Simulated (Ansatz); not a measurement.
Set up this calculation in Ansatz 0.2.0, as the native input.

- Task: single point
- Functional: PBEsol
- Potentials or basis: all-electron LAPW, scalar-relativistic
- Cutoff: 197 eV (chosen from the basis error)
- Basis error allowed: 0.001 eV/atom
- k mesh: 6 × 6 × 6
- Occupations: fermi-dirac, width 0.05 eV
- Spin: no spin polarisation

GaGe3:

```xyz
4
Lattice="4.2785 0.0000 0.0000 0.0000 4.2785 0.0000 0.0000 0.0000 4.2785" Properties=species:S:1:pos:R:3 pbc="T T T"
Ge    2.1418    2.1365   -0.0342
Ge    2.2038   -0.0294    2.1164
Ge    0.0533    2.1078    2.1391
Ga    0.0157    0.0279    0.0253
```

The cell comes from a database or a generator and needn't be the stable form of this composition.

The cell isn't the ideal one: atoms moved at random, drawn with an rms of 0.05 Å.

One way to write it, as run:

input.yaml

```yaml
crystal:
  lattice:
    - [4.278466, 0.0, 0.0]
    - [0.0, 4.278466, 0.0]
    - [0.0, 0.0, 4.278466]
  atoms:
    - { symbol: Ge, position: [0.500601, 0.499368, -0.007984] }
    - { symbol: Ge, position: [0.515089, -0.006883, 0.494661] }
    - { symbol: Ge, position: [0.012448, 0.492653, 0.499967] }
    - { symbol: Ga, position: [0.003679, 0.006519, 0.005903] }
kpoints:
  mp_grid: { grid: [6, 6, 6] }
scf:
  occupations: { method: fermi_dirac, width: 0.05 }
hamiltonian:
  xc: pbesol
  pseudopotentials: { kind: all_electron, lapw: { basis_error: 0.001 } }
output:
  forces: true
  stress: true
  eigenvalues: true
  populations: true
```

Potentials or basis: all-electron LAPW, scalar-relativistic.

The run is started by

```bash
$ ansatz run input.yaml --threads 2 --pin off --max-ram 8192MiB --backend cpu --events-out ev --progress --plain --runs-dir out
```

It gave:

The pressure is -3.4 GPa. The largest force is 0.110 eV/Å. The band gap on the k mesh is none (metal or under the smearing width) and the loewdin charges are Ge +0.09; Ga -0.15 e.

Wall time 25 s on 2 threads of AMD EPYC 9R45 96-Core Processor (Zen 5) (shared host), peak memory 0.8 GiB.
